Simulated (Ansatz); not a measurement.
# CH6BFSi2: how energies converge with the basis set

Aim: see how fast density functionals converge with the basis set for CH6BFSi2.

Program: Ansatz 0.2.0, Gaussian basis. Level of theory: one geometry, several basis sets. These are calculated values, not measurements.

Levels to be run: PBE0-D4/def2-SVP; ωB97M-V/def2-SVP; PBE0-D4/def2-QZVPP; ωB97M-V/def2-QZVPP; the functionals' def2-TZVPP values are taken from earlier runs.

## Step 1: The relaxed structure

The geometry comes from an earlier relaxation with PBE0-D4 in a triple-zeta def2 set; it is a stationary point, not always the lowest conformer.

SMILES `FB[SiH]1C[SiH2]1`, 11 atoms, charge 0, spin multiplicity 1.

Atoms are counted from 1 here; the program's logs count them from 0.

Bond lengths: F1–B2 1.326 Å, B2–Si3 1.994 Å, B2–H6 1.201 Å, Si3–C4 1.910 Å, Si3–Si5 2.275 Å, Si3–H7 1.482 Å, C4–Si5 1.877 Å, C4–H8 1.087 Å, C4–H9 1.088 Å, Si5–H10 1.480 Å, Si5–H11 1.481 Å. Angles: F1–B2–Si3 118.8°, F1–B2–H6 116.9°, Si3–B2–H6 124.2°, B2–Si3–C4 118.0°, B2–Si3–Si5 113.5°, B2–Si3–H7 120.2°, C4–Si3–Si5 52.4°, C4–Si3–H7 116.4°, Si5–Si3–H7 118.1°, Si3–C4–Si5 73.8°, Si3–C4–H8 115.5°, Si3–C4–H9 116.0°, Si5–C4–H8 118.0°, Si5–C4–H9 116.8°, H8–C4–H9 111.9°, Si3–Si5–C4 53.7°, Si3–Si5–H10 121.0°, Si3–Si5–H11 121.1° and more.

## Step 2: PBE0-D4 in def2-SVP

The input, in.yaml:

```yaml
crystal:
  periodic: [false, false, false]
  atoms:
    - {symbol: F, position_ang: [-1.975531, 1.661785, 0.563315]}
    - {symbol: B, position_ang: [-0.684184, 1.940893, 0.678241]}
    - {symbol: Si, position_ang: [0.639298, 0.460343, 0.499984]}
    - {symbol: C, position_ang: [-0.021105, -1.330670, 0.436074]}
    - {symbol: Si, position_ang: [0.313247, -0.832506, -1.342939]}
    - {symbol: H, position_ang: [-0.389089, 3.097281, 0.816550]}
    - {symbol: H, position_ang: [2.025459, 0.634190, 0.995938]}
    - {symbol: H, position_ang: [-1.056051, -1.460154, 0.743714]}
    - {symbol: H, position_ang: [0.627482, -2.093166, 0.861235]}
    - {symbol: H, position_ang: [-0.862007, -0.626912, -2.219063]}
    - {symbol: H, position_ang: [1.447781, -1.508185, -2.012748]}
basis:
  gaussian: {orbitals: def2-SVP}
hamiltonian: {xc: pbe0, dispersion: d4}
output: {orbitals: {seedname: orbitals}}
```

Command:

```sh
$ ansatz run in.yaml --threads 4 --pin off --events-out ev --progress --plain --max-ram 10444MiB
```

The runs that follow: ωB97M-V in def2-SVP; PBE0-D4 in def2-QZVPP; ωB97M-V in def2-QZVPP.

Q: Predict the results of all the runs planned. Wanted: PBE0-D4: double and triple zeta above quadruple; ωB97M-V: double and triple zeta above quadruple.

The runs gave:

| quantity | value |
| --- | --- |
| PBE0-D4: double and triple zeta above quadruple | 11.54, 0.77 eV |
| ωB97M-V: double and triple zeta above quadruple | 11.69, 0.72 eV |

What this shows: PBE0-D4 gains 10.77 eV from double to triple zeta, then 0.77 eV more. These are total energies; as a rule much of such shifts cancels in differences, which this series doesn't test.
